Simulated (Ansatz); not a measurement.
This script drives the Python package of Ansatz (0.2.0).

`scan.py`
```python
import warnings

import ansatz as az
import numpy as np

GEOMETRY = """
Cl   -2.41670   -1.42670   -0.27010
Ge   -0.30430   -1.39650   -0.23310
Ge    0.47050    0.86080   -0.16150
H     0.25730   -2.14960    1.02150
H     0.01900    1.61970   -1.42100
H    -0.04420    1.56840    1.12470
H     2.07960    0.85600   -0.10600
"""

warnings.simplefilter("ignore", az.DeckWarning)

system = az.Crystal.molecule()
for line in GEOMETRY.strip().splitlines():
    symbol, *xyz = line.split()
    system = system.atom(symbol, [float(v) for v in xyz])

symbols = [site.symbol for site in system.cartesian_sites]
start = np.array([site.position_ang for site in system.cartesian_sites])
axis = (start[5] - start[2]) / np.linalg.norm(start[5] - start[2])
moving = [5]
lengths, energies = [1.369, 1.431, 1.493, 1.556, 1.618, 1.68, 1.742, 1.836], []
for length in lengths:
    xyz = start.copy()
    xyz[moving] += (length - np.linalg.norm(start[5] - start[2])) * axis
    point = az.Crystal.molecule()
    for symbol, place in zip(symbols, xyz):
        point = point.atom(symbol, place.tolist())
    calculation = point.calculation()
    calculation = calculation.basis(gaussian="def2-SVP")
    calculation = calculation.functional("hf").spin("collinear", total=1)
    r = calculation.run().report
    energies.append(r["free_energy_ev"])
    print(f"r = {length:6.3f} A  E = {energies[-1]:.5f} eV  <S^2> = {abs(r['mean_field']['state']['spin_squared']):.3f}")

fit = np.polynomial.Polynomial.fit(lengths, np.array(energies) - min(energies), 4).convert()
roots = [r.real for r in fit.deriv().roots() if abs(r.imag) < 1e-9 and fit.deriv(2)(r.real) > 0]
r_e = min(roots, key=lambda r: abs(r - lengths[int(np.argmin(energies))]))
print(f"minimum of the fit at {r_e:.4f} A, force constant {fit.deriv(2)(r_e):.2f} eV/A^2")
```

It is started by `python scan.py`. How long does it take on 1 thread of Arm Neoverse V1, with other jobs on the host, and how much memory does it need?

It took about 36 s, with a peak of 0.38 GiB, for 8 runs of the engine.

```console
$ python scan.py
r =  1.369 A  E = -125495.92058 eV  <S^2> = 0.756
r =  1.431 A  E = -125496.12640 eV  <S^2> = 0.756
r =  1.493 A  E = -125496.22330 eV  <S^2> = 0.756
r =  1.556 A  E = -125496.23575 eV  <S^2> = 0.756
r =  1.618 A  E = -125496.18314 eV  <S^2> = 0.757
r =  1.680 A  E = -125496.08166 eV  <S^2> = 0.757
r =  1.742 A  E = -125495.94349 eV  <S^2> = 0.758
r =  1.836 A  E = -125495.68511 eV  <S^2> = 0.760
minimum of the fit at 1.5343 A, force constant 18.42 eV/A^2
```

Notes:
- The settings weren't tested for convergence.
- The rest of the molecule is held rigid at a force-field or estimated start geometry, and the basis set is modest; single-reference methods fail as a bond breaks.
- The run takes the species as open-shell (spin multiplicity 2), which needn't be its ground state.
- Hartree-Fock leaves correlation out, so bond, atomisation and ionisation energies come out well too low.
